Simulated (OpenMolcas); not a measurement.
**Ni²⁺ among point charges: CASSCF and CASPT2 levels and susceptibility**

How does a field of 6 point charges split the states of Ni²⁺, and what χT follows?

Method: state-averaged CASSCF and CASPT2, spin-orbit coupling by RASSI with atomic mean-field integrals. Code: OpenMolcas 26.06.

**1. The system**

| Item | Value |
| --- | --- |
| Species | Ni²⁺ (nickel, Z = 28, 26 electrons) |
| Basis | ANO-RCC-VDZP [5s4p2d1f], 34 functions |
| Scalar Hamiltonian | DKH2, point nucleus |
| Inactive shells | 1s 2s 2p 3s 3p |
| Active space | 8 electrons in 5 orbitals (3d) |
| Some configurations of this space | 3d⁸ |
| Orbitals | optimised for each spin and parity, averaged over all roots |

Outer shells as boxes (Hund's rule):

3d8
```
3d [↑↓][↑↓][↑↓][↑ ][↑ ]
```

The ion sits among 6 point charges of -2 e arranged as an octahedron (Oh), 1.85 Å from the ion.

Each step is its own input file, run in one work folder so that later steps find the files of earlier ones. Labels, J, g values, rates, χT and fits are worked out afterwards by a script from the matrices that RASSI stores. The input lists half of the charges; inversion (Group=XYZ) makes the rest.

**2. GATEWAY and SEWARD: basis and integrals**

Input file a.inp:

```
&GATEWAY
Coord
1

Ni 0.0 0.0 0.0
Basis=ANO-RCC-VDZP
Group=XYZ
NoMove
AngMom=0.0 0.0 0.0
AMFI
XField
3 Angstrom 0
1.850000 0.000000 0.000000 -2.000000
0.000000 1.850000 0.000000 -2.000000
0.000000 0.000000 1.850000 -2.000000
&SEWARD
```

Started as:

```bash
OMP_NUM_THREADS=1 MOLCAS_MEM=1689 MOLCAS_PROJECT=a pymolcas a.inp > a.log
```

**3. CASSCF: triplets of even parity, 10 roots**

Input file a.inp:

```
&RASSCF
FileOrb=start.orb
Symmetry=1
Spin=3
nActEl=8 0 0
Inactive=3 6
Ras2=5 0
CIRoot=10 10 1
SDav=10
CIMx=300
Iter=120 100
PrWF=0.3
OrbListing=Nothing
MaxOrb=0
>>> COPY $Project.JobIph JOB001
```

start.orb holds the contracted functions of the basis, ordered by shell, or the orbitals of the step before.

**4. CASSCF: singlets of even parity, 15 roots**

Input file a.inp:

```
&RASSCF
FileOrb=start.orb
Symmetry=1
Spin=1
nActEl=8 0 0
Inactive=3 6
Ras2=5 0
CIRoot=15 15 1
SDav=15
CIMx=300
Iter=120 100
PrWF=0.3
OrbListing=Nothing
MaxOrb=0
>>> COPY $Project.JobIph JOB002
```

**5. RASSI: spin-orbit coupling between the states**

Input file a.inp:

```
&RASSI
NrOfJobIphs=2 10 15
1 2 3 4 5 6 7 8 9 10
1 2 3 4 5 6 7 8 9 10 11 12 13 14 15
IphNames
JOB001
JOB002
EJob
SpinOrbit
DIPRint=1.0
SOCoupling=1000.0
Subsets=2
Property=9
'ANGMOM' 1 'ANGMOM' 2 'ANGMOM' 3 'MLTPL  1' 1 'MLTPL  1' 2 'MLTPL  1' 3
'AMFI' 1 'AMFI' 2 'AMFI' 3
SOProperty=3
'ANGMOM' 1 'ANGMOM' 2 'ANGMOM' 3
```

**6. CASPT2: IPEA 0.25, imaginary shift 0.1 (closed shells correlated: 3s 3p)**

Input file a.inp:

```
>>> COPY JOB001 $Project.JobIph
&CASPT2
Multistate=10 1 2 3 4 5 6 7 8 9 10
NoMult
Frozen=2 3
IPEA=0.25
Imaginary=0.1
MaxIter=60
WThr=0.0 0.3 0.05
PrWF=0.5
NoMix
>>> COPY JOB002 $Project.JobIph
&CASPT2
Multistate=15 1 2 3 4 5 6 7 8 9 10 11 12 13 14 15
NoMult
Frozen=2 3
IPEA=0.25
Imaginary=0.1
MaxIter=60
WThr=0.0 0.3 0.05
PrWF=0.5
NoMix
```

(Steps that only read results are left out.)

**Question.** What will these runs give? Wanted: spin-free ground state; first state of the same spin within the active space; lowest level; next level.

The runs gave:

```
                                            quantity                                                                        value
                                              method  SS-CASPT2, IPEA 0.25, imaginary shift 0.1 (closed shells correlated: 3s 3p)
                              spin-free ground state                                              3A2, 1-fold in its orbital part
first state of the same spin within the active space                                                             3T2 at 6720 cm⁻¹
                                        lowest level                                                                    3-fold T2
                                          next level                                                                  6460.7 cm⁻¹
                                         χT at 300 K                                                               1.50 cm³ K/mol
                           effective moment at 300 K                                                                      3.46 μB
```

Cost by method:

| method | time of its own steps | time with the reference |
| --- | --- | --- |
| A. CASSCF | 5.1 s | 5.1 s |
| B. SS-CASPT2, IPEA 0.25, imaginary shift 0.1, +3s 3p | 1.8 s | 6.9 s |

Times are of one thread on a shared host.

**Reading.** The spin-free ground state (3A2) comes to 100 % from free-ion F terms and keeps the highest spin of the shell. χT at 300 K is 1.50, against 1.00 cm³ K/mol for the spin alone, so orbital moment adds to it. A ligand-field fit to the states below 45000 cm-1 gives 10Dq = 7054 cm-1, B = 1146 cm-1 and C = 4364 cm-1 (C/B = 3.81), with a deviation of 652 cm-1. CASPT2 does not keep the components of a term degenerate, and the means are used. The field of point charges can differ much from that of real complexes. Point charges carry no covalency, so the field is a model and not that of real ligands.
